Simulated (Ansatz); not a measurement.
# LiMg: the cost of one run

Program: Ansatz 0.2.0. Level of theory: DFT LDA, scalar-relativistic, plane waves, PAW. These are calculated values, not measurements.

### 1 Starting point

It takes space group R-3m (No. 166, trigonal). The conventional cell has a = 3.092 Å, b = 3.092 Å, c = 15.243 Å, α = 90.00°, β = 90.00°, γ = 120.00°. Around Li (site symmetry -3m) lie 6 Li at 3.09 Å and 6 Mg at 3.10 Å. Mg (site symmetry -3m) is surrounded by 6 Mg at 3.09 Å and 6 Li at 3.10 Å.

Structure file:

```cif
data_structure
_symmetry_space_group_name_H-M 'R-3m:H'
_symmetry_Int_Tables_number 166
_cell_length_a 3.0915
_cell_length_b 3.0915
_cell_length_c 15.2432
_cell_angle_alpha 90.000
_cell_angle_beta 90.000
_cell_angle_gamma 120.000
_cell_volume 126.17
loop_
_atom_site_label
_atom_site_type_symbol
_atom_site_symmetry_multiplicity
_atom_site_Wyckoff_symbol
_atom_site_fract_x
_atom_site_fract_y
_atom_site_fract_z
_atom_site_occupancy
Li1 Li 3 a 0.00000 0.00000 0.00000 1
Mg1 Mg 3 b 0.66667 0.33333 0.83333 1
```

Source of the structure: the Materials Project (structure only).

### 2 A first look at the start

File input.yaml:

```yaml
crystal:
  lattice:
    - [1.5457510101, 0.8924397618, 5.0810520986]
    - [-1.5457510101, 0.8924397618, 5.0810520986]
    - [0.0, -1.7848795236, 5.0810520986]
  atoms:
    - { symbol: Li, position: [0.0, 0.0, 0.0] }
    - { symbol: Mg, position: [0.5, 0.5, 0.5] }
basis:
  ecutwfc: 420
kpoints:
  mp_grid: { grid: [6, 6, 6] }
hamiltonian:
  xc: lda
scf:
  occupations: { method: gaussian, width: 0.1 }
output:
  forces: true
  stress: true
  eigenvalues: true
```

**Question.** How long does this run take on 1 thread of an x86-64 CPU, shared host, and how much memory does it need?

About 1.2 s, with a peak of 0.34 GiB.
